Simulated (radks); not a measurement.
**Gd³²⁺ in [Ar] 3d10 4s2 4p2: an all-electron calculation**

One table from this session's results is given with a row withheld; the runs are named, their logs left out.

Method: scalar-relativistic Kohn-Sham, r2SCAN, spin-unpolarised, spherical densities, finite nucleus. Code: radks (a radial shooting solver on a logarithmic mesh, Libxc functionals) version 1.

### The system

```
element            : gadolinium (Z = 64)
charge             : +32
electrons          : 32
configuration      : [Ar] 3d10 4s2 4p2
nuclear rms radius : 5.1569 fm
```

The outer shells:

Gd³²⁺
```
[Ar] core
3d [↑↓][↑↓][↑↓][↑↓][↑↓]
4s [↑↓]
4p [↑ ][↑ ][  ]
```

The first run:

Settings of this run:

```text
Z 64
configuration [Ar] 3d10 4s2 4p2 5s0 4d0
relativity scalar-relativistic
functional r2scan,r2scan
spin unpolarised
nucleus finite rms 5.1569 fm
c 137.035999084
```

One table of the session follows, with a row left open; its other results are not shown here.

It belongs to the step «Orbitals and density». From the orbitals of this run (lengths in bohr):

```
level      <r>  outermost maximum (interpolated)  90 % within  nodes
   1s  0.02191                            0.0139       0.0396      0
   2s  0.09311                            0.0789        0.144      1
   2p  0.08222                            0.0639        0.134      0
   3s   0.2407                             0.222        0.352      2
   3p   0.2385                             0.218        0.356      1
   3d        ?                                 ?            ?      ?
   4s   0.4928                             0.483        0.695      3
   4p   0.5041                             0.494        0.717      2
   4d   0.5037                             0.489        0.731      1
   5s   0.8399                             0.863         1.17      4
```

Q: Estimate the row for 3d from the others.

**Answer.** <r>: 0.2160; outermost maximum (interpolated): 0.178; 90 % within: 0.334; nodes: 0. In the column «<r>» it lies between 2s (0.09311) and 3p (0.2385).

Limits of these values: Spin polarisation and multiplet splitting are left out.
